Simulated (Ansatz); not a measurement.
# FHf: the cost of one run

Method: the levels named in each step, in Ansatz 0.2.0.

**1. The starting structure**

Bond lengths: F1–Hf2 2.147 Å.

As a file:

```xyz
2

F     0.0000    0.0000    0.0000
Hf    0.0000    0.0000    2.1473
```

**2. A rough first relaxation, PBE-D4/def2-SVP**

This run stands in another session on the same molecule. It ended at:

```xyz
2

F     0.0000    0.0000    0.1639
Hf    0.0000    0.0000    1.9834
```

**3. Relaxation, HF/def2-SVP**

input.yaml

```yaml
crystal:
  periodic: [false, false, false]
  atoms:
    - { symbol: F, position_ang: [0.0, 0.0, 0.16392081] }
    - { symbol: Hf, position_ang: [0.0, 0.0, 1.98340919] }
total_charge: 1
basis:
  gaussian: { orbitals: def2-SVP }
hamiltonian:
  xc: hf
relax:
  f_tol: 0.002
  max_steps: 150
```

Started as:

```console
$ ansatz run input.yaml --threads 1 --pin off --max-ram 2560MiB --backend cpu --events-out ev --progress --plain --runs-dir out
```

What time and memory should one allow on 1 thread of Intel Xeon Platinum 8488C (Sapphire Rapids), shared host?

About 1.7 s, with a peak of 0.096 GiB.
